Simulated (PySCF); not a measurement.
**Tl2: other functionals and bases at one geometry**

An exercise on one series of results from a longer session: the logs are not shown, and one member is left open.

The runs use PySCF 2.14.0; several levels, as the steps say, no spin–orbit coupling.

2 further runs of the same task are left out: 2 for a known fault of the program.

### Starting geometry

2 atoms, charge 0, spin multiplicity 3.

Bond lengths: Tl1–Tl2 3.204 Å.

As a file:

```xyz
2
charge 0, multiplicity 3
Tl    0.0000    0.0000    1.6019
Tl    0.0000    0.0000   -1.6019
```

An earlier session relaxed this geometry at B3LYP, Tl def2-SVP with ECP60 (triplet, point group D∞h).

At B3LYP on the finer grid: E = -345.165728 Eh, HOMO -3.58 eV, LUMO -2.57 eV (over both spins), ⟨S²⟩ = 2.002, Mulliken charge on Tl1 +0.00 e, largest force component 0.006 eV/Å. 

Levels to run: TPSS; CAM-B3LYP; PBE; r2SCAN; B3LYP, TZVP; B3LYP, x2c-SVP. Hardware: 2 threads of Arm Neoverse V1, shared host.

Set-up of the first run:

run.py (the lines that set the calculation)

```python
mol = gto.M(atom='''
Tl     0.00000     0.00000     1.60189
Tl     0.00000     0.00000    -1.60189''',
    basis={'Tl': 'def2-SVP'},
    ecp={'Tl': 'def2-SVP'},
    charge=0, spin=2)
mf = dft.UKS(mol, xc='TPSS')
mf.grids.atom_grid = (75, 302)
mf = mf.density_fit()  # fitting sets: Tl def2-universal-JKFIT
mf.conv_tol = 1e-08; mf.max_cycle = 55
mf.kernel(dm0)  # dm0: the density of the relaxed state
```

Run with:

```bash
> OMP_NUM_THREADS=2 python run.py
```

Steps of the session up to this table: TPSS; CAM-B3LYP; PBE; r2SCAN; B3LYP, TZVP; B3LYP, x2c-SVP.

One of the session's tables, all rows but one given; the rest of the session is left out.

| level | HOMO (eV) | gap (eV) | largest force component (eV/Å) |
| --- | --- | --- | --- |
| B3LYP (relaxed here) | -3.58 | 1.01 | 0.01 |
| TPSS | ? | ? | ? |
| CAM-B3LYP | -4.52 | 3.04 | 0.21 |
| PBE | -3.15 | 0.09 | 0.01 |
| r2SCAN | -3.38 | 0.48 | 0.14 |
| B3LYP, TZVP | -3.59 | 1.02 | 0.05 |
| B3LYP, x2c-SVP | -3.57 | 1.02 | 0.06 |

Estimate the missing values for TPSS.

**Answer.** HOMO (eV): -3.11; gap (eV): 0.20; largest force component (eV/Å): 0.07. In the column «HOMO (eV)» it is the highest.

In one basis the HOMO–LUMO gap runs from 0.09 eV (PBE) to 3.04 eV (CAM-B3LYP). The largest leftover force, 0.21 eV/Å with CAM-B3LYP, stands at a geometry relaxed at another level. Total energies of different levels can't be compared.
